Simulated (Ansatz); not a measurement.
# MoS2, space group P-3m1: a single point from a YAML input

With Ansatz 0.2.0, Python API.

Input file `scf.yaml`:
```yaml
crystal:
  lattice:
    - [3.227465, 0.0, 0.0]
    - [-1.613732, 2.795066, 0.0]
    - [0.0, 0.0, 6.312473]
  atoms:
    - { symbol: Mo, position: [0.0, 0.0, 0.5] }
    - { symbol: S, position: [0.333333, 0.666667, 0.255319] }
    - { symbol: S, position: [0.666667, 0.333333, 0.744681] }
kpoints:
  mp_grid: { grid: [8, 8, 4] }
hamiltonian:
  xc: pbesol
  hubbard: { sites: [{ species: Mo, l: d, u_eff: 5.0 }], double_counting: amf }
scf:
  occupations: { method: cold, width: 0.15 }
  initial_density: { chi_scale: 0.0 }
output:
  forces: true
```

The cells in order, each with its output:

In [1]:
```python
from collections import Counter

import ansatz as az
import pandas as pd
import yaml
```

In [2]:
```python
with open("scf.yaml") as handle:
    tree = yaml.safe_load(handle)
print("sections:", list(tree))
result = az.Session.from_dict(tree).plan(threads=1).execute()
data = result.report
```
```text
sections: ['crystal', 'kpoints', 'hamiltonian', 'scf', 'output']
DeckWarning: the atoms were moved onto the symmetric positions of the space group found under crystal.symmetry.tolerance 1.0e-5 (fractional; no operation is sought that the atoms, as they stand in a round, miss by more than twice it, and no atom is moved by as much as it), and the run uses the moved positions. Before a round's move an operation carried an atom to 3.23e-6 Å from where it should [...]
DeckWarning: basis.ecutwfc = 420 eV, auto-derived from the records' recommended cutoffs: set by Mo (normal level)
```

In [3]:
```python
data["mixing_algorithm"], data["preconditioner"], data["eigensolver"]
```
Out [3]:
```text
('MSR1', 'Kerker', 'band_cg')
```

In [4]:
```python
energy = data["free_energy_ev"]
print("MoS2: {:.6f} eV = {:.6f} Ry = {:.6f} Ha".format(energy, energy / 13.605693, energy / 27.211386))
print("Fermi level {:.4f} eV, {} k-points, {} symmetry operations".format(data["fermi_energy_ev"], data["n_kpoints"], data["n_symmetry_ops"]))
```
```text
MoS2: -6669.341519 eV = -490.187565 Ry = -245.093782 Ha
Fermi level 9.9466 eV, 35 k-points, 12 symmetry operations
```

In [5]:
```python
# forces in eV per angstrom
table = pd.DataFrame(data["forces_ev_ang"], columns=["fx", "fy", "fz"])
table.insert(0, "atom", [site["symbol"] for site in data["lattice"]["sites"]])
table.round(4)
```
Out [5]:
```text
  atom   fx   fy      fz
0   Mo  0.0  0.0  0.0000
1    S -0.0 -0.0  0.0247
2    S  0.0  0.0 -0.0247
```

In [6]:
```python
terms = data["components"]
{name: round(terms[name], 3) for name in ("e_kinetic", "e_hartree", "e_xc", "e_local", "e_nonlocal")}
```
Out [6]:
```text
{'e_kinetic': 653.418,
 'e_hartree': 806.113,
 'e_xc': -374.216,
 'e_local': -2091.426,
 'e_nonlocal': 201.638}
```

In [7]:
```python
told = Counter((n["data"]["severity"], n["data"]["kind"]) for n in result.notices if n["event"] == "notice")
for (severity, kind), count in sorted(told.items()):
    print(f"{severity:8s} {kind} x{count}")
```
```text
audit    band_cg_iterations x1
audit    preconditioner_resolved x1
doubt    filled_band_counts_differ_across_k_points x1
```

Reading the output:
- The settings weren't tested for convergence.
- Spin is left out of this run.
- The energy terms are those on the plane-wave grid, with the one-centre PAW part apart; the terms shown are only some of the summands, so they needn't add up to F.
- For a metal this k-point mesh is coarse: on a finer one energies can move by several to tens of meV an atom and pressures by half a GPa or more, differences at one mesh by less.
- An absolute Fermi energy rests on an arbitrary zero of the periodic potential and has no direct meaning.
- A gap by band count of zero or less means overlapping bands, a metal.
- A Hubbard U without spin forces both spins into the same orbitals, which can open a gap or pick a state that a spin-polarised run wouldn't.
- The structure comes from a database of computed cells and needn't be a stable or known phase.
- Warnings are shown shortened and without file and line.
- Timing: 3.4 s on 1 thread of Arm Neoverse V2, with other jobs on the host, peak memory 0.44 GiB.

(Lines on the test bed's own set-up are left out of the output.)
